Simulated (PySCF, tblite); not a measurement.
# C4H10GeSi: dynamics, then NMR shifts on frames, part 2 of 2

tblite 0.8.0 and PySCF 2.14.0. Atoms count from 0.

## 6. Nuclear shieldings: 800 fs, PBE0/pcSseg-1

What the job is given:

```
{"job": {"kind": "nmr", "xc": "PBE0", "basis": "pcSseg-1", "pop": false}, "charge": 0, "multiplicity": 1}
C      2.925100     0.750400     0.072500
C      2.112300     0.569800     0.910700
Si     0.939800     0.434500     2.331000
Ge    -1.002700    -0.780500     1.513400
C     -1.102900    -1.824700    -0.191200
C     -1.500000    -0.861000    -1.297400
H      3.678000     0.948200    -0.763600
H      1.762600    -0.246700     3.316400
H      0.337200     1.709600     2.517700
H     -1.582700    -1.728400     2.574100
H     -2.206200     0.179800     1.308900
H     -0.204600    -2.342100    -0.413100
H     -1.896000    -2.690400    -0.141700
H     -2.104800    -0.195100    -0.743500
H     -2.069700    -1.153800    -2.166700
H     -0.689900    -0.137600    -1.614500
```

Method: GIAO PBE0/pcSseg-1 NMR shielding, non-relativistic, gas phase.

Output:

```text
coarse grid: 59272 points
cycle   1  E = -2523.9058310026  dE = -3.589e-01  |g| = 9.484e-01  |ddm| = 3.657e+00
cycle   2  E = -2523.8581194869  dE =  4.771e-02  |g| = 9.946e-01  |ddm| = 1.346e+00
cycle   3  E = -2523.9998106144  dE = -1.417e-01  |g| = 1.343e-01  |ddm| = 8.173e-01
cycle   4  E = -2524.0026565093  dE = -2.846e-03  |g| = 8.025e-02  |ddm| = 1.462e-01
cycle   5  E = -2524.0041296414  dE = -1.473e-03  |g| = 2.025e-02  |ddm| = 6.511e-02
cycle   6  E = -2524.0042367988  dE = -1.072e-04  |g| = 4.090e-03  |ddm| = 1.805e-02
cycle   7  E = -2524.0042409026  dE = -4.104e-06  |g| = 8.590e-04  |ddm| = 4.969e-03
final grid: 123520 points
cycle   8  E = -2524.0042622418  dE = -2.743e-08  |g| = 1.051e-03  |ddm| = 2.769e-03
cycle   9  E = -2524.0042621395  dE =  1.023e-07  |g| = 1.419e-03  |ddm| = 2.521e-03
cycle  10  E = -2524.0042624782  dE = -3.387e-07  |g| = 1.476e-04  |ddm| = 1.191e-03
cycle  11  E = -2524.0042624831  dE = -4.923e-09  |g| = 7.118e-05  |ddm| = 1.787e-04
cycle  12  E = -2524.0042624844  dE = -1.259e-09  |g| = 4.474e-06  |ddm| = 5.150e-05
cycle  13  E = -2524.0042624844  dE = -1.364e-11  |g| = 2.132e-06  |ddm| = 5.755e-06
converged SCF energy = -2524.0042624844

GIAO shielding tensors (ppm)
atom      isotropic    diamagn.    paramagn.     s11        s22        s33       span
  0 C       81.280     265.564    -184.285     -3.794     -0.055    247.688    251.482
  1 C      106.511     257.526    -151.015     11.660     17.265    290.608    278.949
  2 Si     447.789     879.603    -431.814    404.884    457.965    480.517     75.633
  3 Ge    1522.422    2756.580   -1234.158   1328.088   1531.339   1707.840    379.752
  4 C      171.427     249.975     -78.548    155.866    175.036    183.378     27.512
  5 C      169.903     253.193     -83.291    153.564    164.704    191.440     37.876
  6 H       27.192      30.441      -3.249     22.301     22.914     36.360     14.060
  7 H       27.162      26.382       0.781     22.933     25.541     33.012     10.079
  8 H       27.307      27.977      -0.670     23.480     25.550     32.890      9.411
  9 H       27.165      28.920      -1.755     20.539     22.565     38.393     17.854
 10 H       27.602      30.027      -2.425     21.505     23.744     37.556     16.051
 11 H       30.770      32.812      -2.042     26.802     28.530     36.978     10.175
 12 H       28.694      27.833       0.861     23.059     26.758     36.266     13.207
 13 H       30.764      34.330      -3.566     23.882     33.151     35.258     11.376
 14 H       30.552      30.704      -0.152     25.539     26.899     39.217     13.678
 15 H       29.606      32.923      -3.317     24.626     28.926     35.265     10.639
```

Wall time 41 s (1 thread of Intel Xeon Platinum 8488C, shared host); peak memory 0.9 GiB.

In short: δ C0 105.6, C1 80.4, C5 17.0, C4 15.5, H7 4.55, H9 4.55 ppm.

## 7. NMR shieldings: 1000 fs, PBE0/pcSseg-1

What the job is given:

```
{"job": {"kind": "nmr", "xc": "PBE0", "basis": "pcSseg-1", "pop": false}, "charge": 0, "multiplicity": 1}
C      3.474200     0.843800     0.662400
C      2.303700     0.732900     1.005300
Si     0.659600     0.773100     1.867900
Ge    -1.102900    -0.727700     1.317600
C     -1.633600    -1.690000    -0.399800
C     -1.577700    -0.590500    -1.512200
H      4.480700     0.933200     0.238200
H      0.794400     0.557500     3.320700
H      0.398200     2.216100     1.574800
H     -1.095600    -1.898800     2.274600
H     -2.416000     0.002400     1.665500
H     -0.880600    -2.545100    -0.637400
H     -2.600100    -2.138100    -0.159600
H     -2.157500     0.323800    -1.264000
H     -1.904500    -1.002800    -2.411800
H     -0.539200    -0.182100    -1.614800
```

Method: GIAO PBE0/pcSseg-1 NMR shielding, non-relativistic, gas phase.

Output:

```text
coarse grid: 59272 points
cycle   1  E = -2523.9333390835  dE = -5.213e-01  |g| = 9.197e-01  |ddm| = 3.617e+00
cycle   2  E = -2523.8930244275  dE =  4.031e-02  |g| = 9.566e-01  |ddm| = 1.199e+00
cycle   3  E = -2524.0122952093  dE = -1.193e-01  |g| = 1.403e-01  |ddm| = 7.618e-01
cycle   4  E = -2524.0150996839  dE = -2.804e-03  |g| = 8.813e-02  |ddm| = 1.554e-01
cycle   5  E = -2524.0169094974  dE = -1.810e-03  |g| = 2.318e-02  |ddm| = 7.007e-02
cycle   6  E = -2524.0170523580  dE = -1.429e-04  |g| = 4.325e-03  |ddm| = 1.997e-02
cycle   7  E = -2524.0170569577  dE = -4.600e-06  |g| = 8.219e-04  |ddm| = 5.173e-03
final grid: 123520 points
cycle   8  E = -2524.0170850432  dE = -4.185e-08  |g| = 9.708e-04  |ddm| = 2.602e-03
cycle   9  E = -2524.0170849709  dE =  7.231e-08  |g| = 1.291e-03  |ddm| = 2.144e-03
cycle  10  E = -2524.0170852269  dE = -2.560e-07  |g| = 1.724e-04  |ddm| = 1.026e-03
cycle  11  E = -2524.0170852335  dE = -6.587e-09  |g| = 7.749e-05  |ddm| = 1.750e-04
cycle  12  E = -2524.0170852350  dE = -1.538e-09  |g| = 4.666e-06  |ddm| = 6.026e-05
cycle  13  E = -2524.0170852350  dE = -1.455e-11  |g| = 2.467e-06  |ddm| = 6.483e-06
converged SCF energy = -2524.0170852350

GIAO shielding tensors (ppm)
atom      isotropic    diamagn.    paramagn.     s11        s22        s33       span
  0 C       76.782     265.243    -188.461    -12.638     -2.506    245.491    258.129
  1 C      100.380     256.752    -156.372      1.589      8.416    291.135    289.545
  2 Si     437.120     877.382    -440.262    382.144    456.269    472.947     90.802
  3 Ge    1579.598    2756.912   -1177.315   1445.556   1585.798   1707.438    261.882
  4 C      165.232     254.193     -88.962    154.952    166.700    174.043     19.091
  5 C      167.227     249.250     -82.023    150.427    161.166    190.087     39.661
  6 H       28.249      31.950      -3.701     23.287     23.510     37.951     14.664
  7 H       26.918      25.468       1.449     22.478     25.771     32.504     10.026
  8 H       26.456      26.149       0.306     22.193     25.941     31.232      9.039
  9 H       27.756      29.725      -1.969     20.304     23.300     39.664     19.360
 10 H       27.767      29.568      -1.801     21.179     23.587     38.536     17.357
 11 H       28.637      30.330      -1.693     24.869     26.441     34.603      9.734
 12 H       30.206      30.633      -0.428     25.611     28.133     36.874     11.263
 13 H       29.873      30.753      -0.880     25.801     28.777     35.040      9.239
 14 H       30.906      30.312       0.594     25.138     27.909     39.671     14.533
 15 H       29.623      32.212      -2.589     24.781     29.357     34.730      9.948
```

Run time: 41 s. Hardware: 1 thread of Intel Xeon Platinum 8488C, shared host; peak memory 0.9 GiB.

In short: δ C0 110.1, C1 86.5, C4 21.7, C5 19.7, H8 5.26, H7 4.80 ppm.

## 8. Comparing the runs: NMR shifts

Shifts (ppm) of some atoms, chosen among heavy atoms and hydrogens apart, with basis size and wall time:

```csv
frame,C1,C5,C4,H6,H12,Si2,Ge3,functions,time
250 fs,87.6,12.2,2.0,2.80,0.14,-92.7,-238,183,50 s
425 fs,88.1,8.8,1.4,2.02,1.17,-91.4,-227,183,39 s
625 fs,90.8,11.6,11.2,4.57,0.53,-94.4,-260,183,41 s
800 fs,80.4,17.0,15.5,4.53,3.02,-98.6,-191,183,41 s
1000 fs,86.5,19.7,21.7,3.47,1.51,-88.0,-249,183,41 s
```

## 9. What came out

The summary covers parts 1 to 2.

| quantity | value |
| --- | --- |
| thermostat | 300 K |
| mean temperature, second half | 293 K |
| mean potential energy above the minimum | 0.62 eV |
| 13C shifts against TMS (PBE0/pcSseg-1, 250 fs) | 107.2, 87.6, 12.2, 2.0 ppm |
| 1H shifts against TMS (PBE0/pcSseg-1, 250 fs) | 4.80, 4.45, 4.26, 3.65, 2.80, 2.28, 1.60, 0.62, 0.49, 0.14 ppm |
| 29Si shifts against TMS (PBE0/pcSseg-1, 250 fs) | -92.7 ppm |
| 73Ge shifts against GeMe4 (PBE0/pcSseg-1, 250 fs) | -238 ppm |
| surface potential, 1st and 99th percentile | -0.84 V and 1.35 V |
| range of the shift of Ge3 | -260 to -191 ppm |

In the second half the potential energy averages 0.62 eV above the minimum; equipartition over 42 harmonic modes at 300 K would give 0.54 eV. With 16 atoms the temperature swings widely (148 to 427 K). Shifts at one fixed geometry are not the observed spectrum, which averages over the motion. In the first frame run (250 fs): Shielding is most anisotropic at C1 (span 287 ppm, paramagnetic term -166 ppm). In ppm, Ge3 moves most: its shift spreads over 69 ppm, from -260 (625 fs) to -191 (800 fs). Spin-orbit coupling is left out, which matters for shieldings and couplings at and beside the heavy atoms.
